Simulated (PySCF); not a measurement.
# CH10Si3: the cost of one run

The runs use PySCF 2.14.0, with density-fitted response routines of our own; the level of theory stands in each step. All values are computed, except where a source is named. Atoms count from 0, in the outputs and in this text.

### 1 The molecule as given

14 atoms, charge 0, multiplicity 1; geometry from: GFN2-xTB. The atoms were then displaced at random by about 0.01 Å, so the start is not that level's minimum.

Bonds of the start (Å): C0–Si1 1.89, Si1–Si2 2.34, Si1–Si3 2.35, C0–H4 1.12, C0–H5 1.08, C0–H6 1.08, Si1–H7 1.48, Si2–H8 1.45, Si2–H9 1.45, Si2–H10 1.47, Si3–H11 1.47, Si3–H12 1.42, Si3–H13 1.45.

### 2 Optimising the geometry at PBE0-D3(BJ)/def2-SVP

What the job is given:

```
{"job": {"xc": "PBE0", "basis": "def2-SVP", "d3": "d3bj", "grid": 1, "shake": 0.01, "kind": "geom"}, "charge": 0, "multiplicity": 1}
C      0.132650     1.742630    -0.818290
Si    -0.086840     0.265410     0.345370
Si    -2.001520    -0.919070    -0.277150
Si     1.949820    -0.913030     0.369600
H     -0.779720     2.385990    -0.829260
H      0.948250     2.399700    -0.537570
H      0.290530     1.444790    -1.846850
H     -0.286450     0.876230     1.678560
H     -3.219940    -0.124300    -0.262210
H     -1.861260    -1.485220    -1.605800
H     -2.232240    -2.049440     0.641550
H      1.857230    -2.045910     1.308350
H      3.059850    -0.115560     0.755310
H      2.222470    -1.477310    -0.934340
```

Command:

```bash
$ OMP_NUM_THREADS=1 python probes_run.py task.json out
```

One launch serves the whole session: the jobs run in the order shown.

Q: Estimate the wall time and peak memory of this first job on 1 thread of Arm Neoverse V1, shared host.

About 36 s, with a peak of 0.52 GiB.
